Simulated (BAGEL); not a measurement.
# B3LYP/cc-pVDZ (density fitting with qzvpp-jkfit) run of C2H3FSSi (SMILES F[SiH2]C=C=S)

What is the energy change on altering one bond length of C2H3FSSi at B3LYP/cc-pVDZ (density fitting with qzvpp-jkfit)? 

The results are computed with BAGEL 1.2.2.

2 further runs of the same task are left out: 1 that didn't finish, 1 set aside as unsound or not needed. Runs told in other sessions of the task aren't counted.

## (1) The structure to begin with

C2H3FSSi has 8 atoms, charge 0, and is taken as a singlet. SMILES: `F[SiH2]C=C=S`. The shape is that of a GFN2-xTB optimisation. This is one conformer, not always the lowest.

Bond lengths: F1–Si2 1.605 Å, Si2–C3 1.881 Å, C3–C4 1.294 Å, C4–S5 1.555 Å, Si2–H6 1.455 Å, Si2–H7 1.455 Å, C3–H8 1.077 Å. Angles: F1–Si2–C3 108.1°, Si2–C3–C4 122.9°, C3–C4–S5 176.4°, F1–Si2–H6 105.0°, F1–Si2–H7 105.2°, C3–Si2–H6 111.4°, C3–Si2–H7 111.0°, Si2–C3–H8 116.6°, C4–C3–H8 120.6°, H6–Si2–H7 115.5°.

## (2) The energy at B3LYP/cc-pVDZ (density fitting with qzvpp-jkfit)

Input file input.json:

```json
{ "bagel" : [

{
  "title" : "molecule",
  "basis" : "cc-pvdz.json",
  "df_basis" : "qzvpp-jkfit",
  "angstrom" : "true",
  "geometry" : [
    { "atom" : "F", "xyz" : [   -1.253920,   -0.326960,    1.463900 ] },
    { "atom" : "Si", "xyz" : [    0.267060,    0.041160,    1.106290 ] },
    { "atom" : "C", "xyz" : [    0.429860,    0.092500,   -0.766640 ] },
    { "atom" : "C", "xyz" : [   -0.572580,   -0.090000,   -1.563850 ] },
    { "atom" : "S", "xyz" : [   -1.833740,   -0.323980,   -2.443310 ] },
    { "atom" : "H", "xyz" : [    0.486020,    1.354760,    1.693630 ] },
    { "atom" : "H", "xyz" : [    1.064030,   -1.038480,    1.669340 ] },
    { "atom" : "H", "xyz" : [    1.413270,    0.291000,   -1.159350 ] }
  ]
},
{
  "title" : "ks",
  "xc_func" : "b3lyp"
},
{
  "title" : "print",
  "file" : "orbitals.molden",
  "orbitals" : "true"
}

]}
```

The basis set cc-pVDZ is read from a file made from the Basis Set Exchange's data (not shown).

Command:

```
$ BAGEL_NUM_THREADS=1 BAGEL input.json > input.out
```

Standard output:

```text
* using 1 threads per process

  ===============================================================
  ===============================================================

  *** Geometry ***

  { "atom" : "F", "xyz" : [     -2.369565,     -0.617865,      2.766370 ] },
  { "atom" : "Si", "xyz" : [      0.504670,      0.077781,      2.090585 ] },
  { "atom" : "C", "xyz" : [      0.812318,      0.174800,     -1.448740 ] },
  { "atom" : "C", "xyz" : [     -1.082019,     -0.170075,     -2.955248 ] },
  { "atom" : "S", "xyz" : [     -3.465266,     -0.612233,     -4.617187 ] },
  { "atom" : "H", "xyz" : [      0.918445,      2.560125,      3.200497 ] },
  { "atom" : "H", "xyz" : [      2.010725,     -1.962443,      3.154595 ] },
  { "atom" : "H", "xyz" : [      2.670693,      0.549910,     -2.190854 ] },

  Number of auxiliary basis functions:      537

  Since a DF basis is specified, we compute 2- and 3-index integrals:
    o Being stored without compression. Storage requirement is 0.037 GB

  Number of basis functions:       93
  Number of electrons      :       54

    * METHOD: MOLECULE                             0.66

  *** Kohn-Sham DFT ***

    * Removing 14483 points whose weight is below 1.00e-10
    * Grid points: 104765

  === Nuclear Repulsion ===
   246.5067120186

       - DIIS with orbital gradients will be used.

  === KS iteration (b3lyp / cc-pvdz.json) ===
      0       -840.61738781          0.08955654           1.68
      1       -808.29656778          0.18749305           1.13
      2       -824.39819453          0.12715740           0.99
      3       -838.17234124          0.09916967           1.02
      4       -841.63768358          0.15229015           1.02
      5       -863.43285697          0.05628361           1.01
      6       -863.59738346          0.04776105           1.01
      7       -864.51378769          0.03859267           1.05
      8       -864.88559713          0.03196542           1.14
      9       -865.42669402          0.01561205           1.01
     10       -865.59045010          0.00240895           1.02
     11       -865.59380549          0.00096341           1.01
     12       -865.59464819          0.00027664           1.03
     13       -865.59470206          0.00016135           1.03
     14       -865.59472235          0.00002885           1.05
     15       -865.59472310          0.00000492           1.06
     16       -865.59472312          0.00000300           1.06
     17       -865.59472312          0.00000154           1.08
     18       -865.59472313          0.00000050           1.04
     19       -865.59472313          0.00000020           1.05
     20       -865.59472313          0.00000010           1.05
     21       -865.59472313          0.00000003           1.06
     22       -865.59472313          0.00000001           1.03
     23       -865.59472313          0.00000000           1.00
    * SCF iteration converged.

    * Permanent dipole moment:
           (   -0.861485,    -0.194415,    -0.004720) a.u.

    * METHOD: KS                                  27.36

    * METHOD: PRINT                                0.06

  ===============================================================
```

Run time: 29 s. Hardware: 1 thread of AMD EPYC, shared host; peak memory 0.48 GiB.

## (3) The distorted shape

Input file job.json:

```json
{ "bagel" : [

{
  "title" : "molecule",
  "basis" : "cc-pvdz.json",
  "df_basis" : "qzvpp-jkfit",
  "angstrom" : true,
  "geometry" : [
    { "atom" : "F", "xyz" : [   -1.745580,   -0.426201,    1.660237 ] },
    { "atom" : "Si", "xyz" : [   -0.224600,   -0.058081,    1.302627 ] },
    { "atom" : "C", "xyz" : [   -0.061800,   -0.006741,   -0.570303 ] },
    { "atom" : "C", "xyz" : [   -1.064240,   -0.189241,   -1.367513 ] },
    { "atom" : "S", "xyz" : [   -2.325400,   -0.423221,   -2.246973 ] },
    { "atom" : "H", "xyz" : [   -0.005640,    1.255519,    1.889967 ] },
    { "atom" : "H", "xyz" : [    0.572370,   -1.137721,    1.865677 ] },
    { "atom" : "H", "xyz" : [    1.413270,    0.291000,   -1.159350 ] }
  ]
},
{ "title" : "ks", "xc_func" : "b3lyp" },
{ "title" : "print", "file" : "orbitals.molden", "orbitals" : true }

]}
```

The basis set cc-pVDZ is read from a file made from the Basis Set Exchange's data (not shown).

Command:

```
$ BAGEL_NUM_THREADS=1 BAGEL job.json > job.out
```

Standard output:

```text
* using 1 threads per process

  ===============================================================
  ===============================================================

  *** Geometry ***

  { "atom" : "F", "xyz" : [     -3.298668,     -0.805403,      3.137393 ] },
  { "atom" : "Si", "xyz" : [     -0.424432,     -0.109757,      2.461608 ] },
  { "atom" : "C", "xyz" : [     -0.116785,     -0.012739,     -1.077716 ] },
  { "atom" : "C", "xyz" : [     -2.011122,     -0.357614,     -2.584225 ] },
  { "atom" : "S", "xyz" : [     -4.394369,     -0.799772,     -4.246164 ] },
  { "atom" : "H", "xyz" : [     -0.010658,      2.372587,      3.571520 ] },
  { "atom" : "H", "xyz" : [      1.081623,     -2.149981,      3.525619 ] },
  { "atom" : "H", "xyz" : [      2.670693,      0.549910,     -2.190854 ] },

  Number of auxiliary basis functions:      537

  Since a DF basis is specified, we compute 2- and 3-index integrals:
    o Being stored without compression. Storage requirement is 0.037 GB

  Number of basis functions:       93
  Number of electrons      :       54

    * METHOD: MOLECULE                             0.67

  *** Kohn-Sham DFT ***

    * Removing 13941 points whose weight is below 1.00e-10
    * Grid points: 105307

  === Nuclear Repulsion ===
   244.3967432842

       - DIIS with orbital gradients will be used.

  === KS iteration (b3lyp / cc-pvdz.json) ===
      0       -840.81937951          0.08874550           1.51
      1       -807.50541345          0.17597576           1.17
      2       -825.35830209          0.11977363           1.03
      3       -837.47045443          0.09773926           1.07
      4       -846.26407289          0.15323632           1.07
      5       -863.07469371          0.05816441           1.05
      6       -860.78299898          0.06809081           1.05
      7       -864.03179969          0.04334624           1.04
      8       -864.32218470          0.04108511           1.05
      9       -860.58840414          0.06771294           1.02
     10       -865.41532712          0.01031274           1.06
     11       -865.40914395          0.01079702           1.06
     12       -865.50614914          0.00529481           1.09
     13       -865.52411255          0.00133537           1.06
     14       -865.52523749          0.00059276           1.22
     15       -865.52556455          0.00014746           1.07
     16       -865.52557843          0.00006150           1.05
     17       -865.52558061          0.00002981           1.04
     18       -865.52558127          0.00000612           1.05
     19       -865.52558129          0.00000502           1.03
     20       -865.52558131          0.00000244           1.02
     21       -865.52558132          0.00000100           1.01
     22       -865.52558132          0.00000030           1.03
     23       -865.52558132          0.00000013           1.02
     24       -865.52558132          0.00000007           1.02
     25       -865.52558132          0.00000002           1.07
     26       -865.52558132          0.00000001           1.03
    * SCF iteration converged.

    * Permanent dipole moment:
           (   -0.807572,    -0.184504,     0.025134) a.u.

    * METHOD: KS                                  30.89

    * METHOD: PRINT                                0.06

  ===============================================================
```

Run time: 32 s. Hardware: 1 thread of AMD EPYC, shared host; peak memory 0.49 GiB.

## (4) Summary of results

At B3LYP/cc-pVDZ (density fitting with qzvpp-jkfit):

```
                                                         quantity          value
                                        first shape: total energy  -865.59472 Eh
                                       first shape: dipole moment         2.24 D
                                         first shape: HOMO energy       -6.44 eV
                                         first shape: LUMO energy       -2.18 eV
                                       first shape: HOMO–LUMO gap        4.25 eV
                                    distorted shape: total energy  -865.52558 Eh
                                   distorted shape: dipole moment         2.11 D
                                     distorted shape: HOMO energy       -6.47 eV
                                     distorted shape: LUMO energy       -3.10 eV
                                   distorted shape: HOMO–LUMO gap        3.37 eV
energy change with the C3–H8 bond stretched from 1.077 to 1.616 Å       1.881 eV
```

What this shows: One bond (distorted shape) is far stretched, which a spin-restricted single reference describes badly; a broken-symmetry solution may lie lower. With the C3–H8 bond stretched from 1.077 to 1.616 Å the energy rises by 1.88 eV (43 kcal/mol). The first shape isn't relaxed at this level, so the change isn't measured from a minimum. A restricted reference can't describe the breaking bond well at this length.
